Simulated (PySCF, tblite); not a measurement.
# C₃H₅BrFSi radical: geometry, infrared bands and EPR parameters

Wanted: the infrared bands and EPR parameters of C₃H₅BrFSi radical (`F[C@@H]1[SiH]C[C@@H]1Br`), by calculation.

The runs use tblite 0.8.0 and PySCF 2.14.0, with density-fitted response routines of our own; the level of theory stands in each step. All values are computed, except where a source is named. Atoms count from 0, in the outputs and in this text.

## 1. Starting geometry

11 atoms, charge 0, multiplicity 2; geometry from: force field or distance geometry start.

Bonds of the start (Å): F0–C1 1.40, C1–Si2 1.86, Si2–C3 1.89, C3–C4 1.52, C4–Br5 1.91, C4–C1 1.51, C1–H6 1.09, Si2–H7 1.48, C3–H8 1.09, C3–H9 1.11, C4–H10 1.12.

## 2. Relaxing the molecule with GFN2-xTB

The job: settings as JSON, then the geometry in Å.

```
{"job": {"kind": "relax", "xc": "GFN2-xTB", "basis": "xTB"}, "charge": 0, "multiplicity": 2}
F     -0.171200    -1.981400     0.899400
C     -0.265000    -1.094300    -0.174600
Si     1.402100    -0.416800    -0.644100
C      0.165800     1.007000    -0.586000
C     -0.762100     0.237700     0.337500
Br    -0.370000     0.643600     2.164400
H     -0.859000    -1.554400    -0.968500
H      2.330100    -0.290600     0.498800
H     -0.236300     1.231500    -1.574400
H      0.606000     1.851000    -0.021100
H     -1.835000     0.369300     0.042600
```

The run is started by

```console
$ OMP_NUM_THREADS=1 python probes_run.py task.json out
```

One launch serves the whole session: the jobs run in the order shown.

**Question.** This job is followed by: GFN2-xTB harmonic vibrations, gas phase; UKS B3LYP, def2-TZVP-core on Br, pcH-1 on C F H Si, non-relativistic, mean-field spin-orbit, GIAO. Predict these results of the whole session: strongest single infrared mode (GFN2-xTB); zero-point energy (GFN2-xTB); g(iso) (B3LYP); ⟨S²⟩; largest a(iso); potential on the surface of density 0.002 e/bohr³, 1st and 99th percentile.

As calculated:

| quantity | value |
| --- | --- |
| strongest single infrared mode (GFN2-xTB) | 2262 cm⁻¹, 201 km/mol |
| zero-point energy (GFN2-xTB) | 44.5 kcal/mol |
| g(iso) (B3LYP) | 2.00462 |
| ⟨S²⟩ | 0.751 (exact 0.75) |
| largest a(iso) | 29Si on Si2, -471.9 MHz |
| potential on the surface of density 0.002 e/bohr³, 1st and 99th percentile | -1.21 V and 1.29 V |

The optimisation took 29 steps and gained 0.601 eV; among the close pairs (by a distance rule), C1–Si2 changed most, from 1.860 to 1.948 Å. All 27 modes are real, so the xTB geometry is a minimum. The strongest single mode, at 2262 cm⁻¹, moves mainly H7. GFN2-xTB is a fitted tight-binding method: band positions and strengths are rough. Its intensities can rank the bands wrongly. Si2 carries the largest spin population, 0.88 e. The isotropic g lies 2.3 ppt above the free-electron value. The hyperfine terms hold no scalar relativity, which the heavier nuclei need. These values are for one conformer; the search (at its own cheap level) found 1 more, at 0.20 kcal/mol, and measured spectra average over such forms.
